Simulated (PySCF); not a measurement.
# C6H7ClN2: magnetic properties

Aim: compute the magnetic properties of C6H7ClN2 (`C=Cc1cc(Cl)nn1C`).

Computed with PySCF 2.14.0 and routines of our own; the level stands in each step. Atoms count from 0.

### Step 1. The starting structure

16 atoms, charge 0, multiplicity 1; geometry from: GFN2-xTB.

### Step 2. Magnetic properties: GIAO B97-2/pcSseg-1

What the job is given:

```
{"job": {"kind": "mag", "xc": "B97-2", "basis": "pcSseg-1", "isotopologues": 0}, "charge": 0, "multiplicity": 1}
C      2.577008    -0.392643    -0.383481
C      1.310282    -0.725849    -0.160162
C      0.227820     0.220753    -0.051438
C      0.213936     1.608367    -0.143429
C     -1.126055     1.954422     0.045601
Cl    -1.794945     3.518068     0.045134
N     -1.881558     0.884615     0.238016
N     -1.056827    -0.154515     0.177765
C     -1.583924    -1.477393     0.351318
H      2.882467     0.632241    -0.498908
H      3.349145    -1.137866    -0.457708
H      1.038938    -1.766890    -0.048681
H      1.033326     2.271961    -0.317824
H     -1.127655    -1.968188     1.213014
H     -1.416011    -2.083469    -0.540977
H     -2.653546    -1.374669     0.520350
```

With the program's defaults for keys left out, this is: GIAO B97-2/pcSseg-1 magnetisability, rotational g tensor and spin-rotation constants, non-relativistic, gas phase.

On the command line:

```console
$ OMP_NUM_THREADS=1 python excited_run.py task.json out
```

This one command runs all jobs of the session in turn.

Log:

```text
coarse grid: 14608 points
cycle   1  E = -802.2764157671  dE =  1.661e+00  |g| = 4.784e-01  |ddm| = 3.989e+00
cycle   2  E = -802.2309755095  dE =  4.544e-02  |g| = 6.793e-01  |ddm| = 9.727e-01
cycle   3  E = -802.3289148735  dE = -9.794e-02  |g| = 1.216e-01  |ddm| = 5.669e-01
cycle   4  E = -802.3318111917  dE = -2.896e-03  |g| = 5.552e-02  |ddm| = 1.514e-01
cycle   5  E = -802.3324812262  dE = -6.700e-04  |g| = 1.753e-02  |ddm| = 5.465e-02
cycle   6  E = -802.3325461627  dE = -6.494e-05  |g| = 3.816e-03  |ddm| = 1.654e-02
cycle   7  E = -802.3325487223  dE = -2.560e-06  |g| = 2.240e-03  |ddm| = 6.106e-03
final grid: 138584 points
cycle   8  E = -802.3636937027  dE = -7.369e-05  |g| = 6.631e-03  |ddm| = 5.476e-02
cycle   9  E = -802.3636813864  dE =  1.232e-05  |g| = 9.253e-03  |ddm| = 1.351e-02
cycle  10  E = -802.3636998435  dE = -1.846e-05  |g| = 2.314e-03  |ddm| = 1.026e-02
cycle  11  E = -802.3637010339  dE = -1.190e-06  |g| = 4.864e-04  |ddm| = 2.412e-03
cycle  12  E = -802.3637010839  dE = -4.996e-08  |g| = 1.628e-04  |ddm| = 5.386e-04
cycle  13  E = -802.3637010889  dE = -5.045e-09  |g| = 6.524e-05  |ddm| = 1.823e-04
cycle  14  E = -802.3637010899  dE = -9.798e-10  |g| = 2.074e-05  |ddm| = 7.332e-05
converged SCF energy = -802.3637010899

Magnetisability tensor (1e-30 J/T^2)
    -1179.37       17.45     -101.20
       17.45    -1184.11      -44.87
     -101.20      -44.87    -1790.78
isotropic -1384.75   principal values   -1809.85  -1198.19  -1146.22
isotropic susceptibility -83.392 1e-6 cm^3/mol

Inertial axes            a          b          c
rot. const./GHz      2.5514     0.9095     0.6733
chi total           -72.156    -69.027   -108.992
chi diamagnetic    -601.457  -1357.538  -1834.826
chi paramagnetic    529.301   1288.511   1725.834
quadrupole/D A        1.164      6.487     -7.651
g nuclear            0.5982     0.5350     0.5497
g electronic        -0.6344    -0.5505    -0.5459
g total             -0.0362    -0.0156     0.0037

Spin-rotation constants (kHz, H = +C I.J)
atom  isotope        aa         bb         cc
  5   35Cl        0.200      0.300      0.162
  6    14N        0.668      0.164      0.055
  7    14N        0.331      0.141      0.051
  9     1H       -0.075      0.022     -0.077
 10     1H        0.227     -0.092     -0.078
 11     1H        0.003      0.004     -0.079
 12     1H       -0.255      0.094     -0.078
 13     1H       -0.145     -0.091     -0.005
 14     1H       -0.148     -0.091     -0.004
 15     1H       -0.132      0.003     -0.072
  0    13C*       1.119      0.286      0.085
  1    13C*       1.178      0.302      0.086
  2    13C*       1.057      0.371      0.121
  3    13C*       0.771      0.353      0.097
  4    13C*       1.241      0.275      0.150
  8    13C*       0.437      0.138      0.126
* in the singly substituted isotopologue
```

Wall time 28 s (1 thread of Arm Neoverse V2, shared host); peak memory 0.95 GiB.

From this job:

```tsv
quantity	value
magnetisability	-1385·10⁻³⁰ J/T²
molar susceptibility	-83.4·10⁻⁶ cm³/mol
rotational g (a, b, c)	-0.0362, -0.0156, 0.0037
```

### Step 3. Magnetic properties: GIAO LC-wPBE/pcSseg-0, grid 3

The job, as its differences from that of step 2:

```diff
@@ -1,2 +1,2 @@
-{"job": {"kind": "mag", "xc": "B97-2", "basis": "pcSseg-1", "isotopologues": 0}, "charge": 0, "multiplicity": 1}
+{"job": {"kind": "mag", "xc": "LC-wPBE", "basis": "pcSseg-0", "grid": 3}, "charge": 0, "multiplicity": 1}
 C      2.577008    -0.392643    -0.383481
```

With the program's defaults for keys left out, this is: GIAO LC-wPBE/pcSseg-0 magnetisability, rotational g tensor and spin-rotation constants, non-relativistic, gas phase.

Log:

```text
coarse grid: 14608 points
cycle   1  E = -800.7404172576  dE =  2.234e+00  |g| = 5.238e-01  |ddm| = 4.497e+00
cycle   2  E = -800.7791478571  dE = -3.873e-02  |g| = 4.766e-01  |ddm| = 1.518e+00
cycle   3  E = -800.8247060431  dE = -4.556e-02  |g| = 5.709e-02  |ddm| = 4.716e-01
cycle   4  E = -800.8255906365  dE = -8.846e-04  |g| = 3.716e-02  |ddm| = 1.196e-01
cycle   5  E = -800.8259301436  dE = -3.395e-04  |g| = 6.386e-03  |ddm| = 5.817e-02
cycle   6  E = -800.8259526580  dE = -2.251e-05  |g| = 3.127e-03  |ddm| = 1.508e-02
cycle   7  E = -800.8259578085  dE = -5.151e-06  |g| = 1.026e-03  |ddm| = 7.510e-03
final grid: 200048 points
cycle   8  E = -800.8516097701  dE = -4.584e-05  |g| = 4.174e-03  |ddm| = 2.906e-02
cycle   9  E = -800.8516120644  dE = -2.294e-06  |g| = 3.570e-03  |ddm| = 8.616e-03
cycle  10  E = -800.8516145608  dE = -2.496e-06  |g| = 6.220e-04  |ddm| = 4.097e-03
cycle  11  E = -800.8516146666  dE = -1.058e-07  |g| = 2.703e-04  |ddm| = 1.023e-03
cycle  12  E = -800.8516146914  dE = -2.480e-08  |g| = 6.603e-05  |ddm| = 4.673e-04
cycle  13  E = -800.8516146932  dE = -1.785e-09  |g| = 2.567e-05  |ddm| = 1.068e-04
cycle  14  E = -800.8516146940  dE = -7.412e-10  |g| = 9.832e-06  |ddm| = 1.056e-04
converged SCF energy = -800.8516146940

Magnetisability tensor (1e-30 J/T^2)
    -1273.80       -3.42     -104.53
       -3.42    -1259.38      -44.81
     -104.53      -44.81    -1914.71
isotropic -1482.63   principal values   -1934.30  -1260.47  -1253.13
isotropic susceptibility -89.286 1e-6 cm^3/mol

Inertial axes            a          b          c
rot. const./GHz      2.5514     0.9095     0.6733
chi total           -75.885    -75.487   -116.486
chi diamagnetic    -602.205  -1359.357  -1836.265
chi paramagnetic    526.320   1283.870   1719.778
quadrupole/D A        0.166      7.308     -7.474
g nuclear            0.5982     0.5350     0.5497
g electronic        -0.6309    -0.5486    -0.5440
g total             -0.0327    -0.0136     0.0056

Spin-rotation constants (kHz, H = +C I.J)
atom  isotope        aa         bb         cc
  5   35Cl        0.170      0.260      0.124
  6    14N        0.727      0.172      0.051
  7    14N        0.324      0.137      0.042
  9     1H       -0.091      0.015     -0.084
 10     1H        0.207     -0.096     -0.086
 11     1H       -0.025     -0.003     -0.086
 12     1H       -0.265      0.078     -0.088
 13     1H       -0.172     -0.102     -0.011
 14     1H       -0.176     -0.102     -0.011
 15     1H       -0.154     -0.008     -0.076
  0    13C*       1.180      0.297      0.067
  1    13C*       1.230      0.295      0.067
  2    13C*       1.067      0.372      0.109
  3    13C*       0.788      0.350      0.085
  4    13C*       1.303      0.273      0.135
  8    13C*       0.388      0.118      0.116
* in the singly substituted isotopologue
```

Wall time 23 s (1 thread of Arm Neoverse V2, shared host); peak memory 0.62 GiB.

In short:

```tsv
quantity	value
magnetisability	-1483·10⁻³⁰ J/T²
molar susceptibility	-89.3·10⁻⁶ cm³/mol
rotational g (a, b, c)	-0.0327, -0.0136, 0.0056
```

### Step 4. Magnetic properties side by side

```tsv
level	ξ (10⁻³⁰ J/T²)	g(a)	g(b)	gap (eV)	functions	time
GIAO B97-2/pcSseg-1	-1385	-0.0362	-0.0156	5.22	195	28 s
GIAO LC-wPBE/pcSseg-0, grid 3	-1483	-0.0327	-0.0136	10.37	99	23 s
```

### Step 5. Summary of results

```
                                            quantity                      value
       magnetisability (step 2, GIAO B97-2/pcSseg-1)           -1385·10⁻³⁰ J/T²
  molar susceptibility (step 2, GIAO B97-2/pcSseg-1)         -83.4·10⁻⁶ cm³/mol
rotational g (a, b, c) (step 2, GIAO B97-2/pcSseg-1)   -0.0362, -0.0156, 0.0037
                     magnetisability over the levels  -1483 to -1385·10⁻³⁰ J/T²
```

The magnetisability spreads by 6.8 % over 2 levels of like cost. Two levels can agree by chance, so this spread shows no convergence. Vibrational averaging and real surroundings are missing from these values.
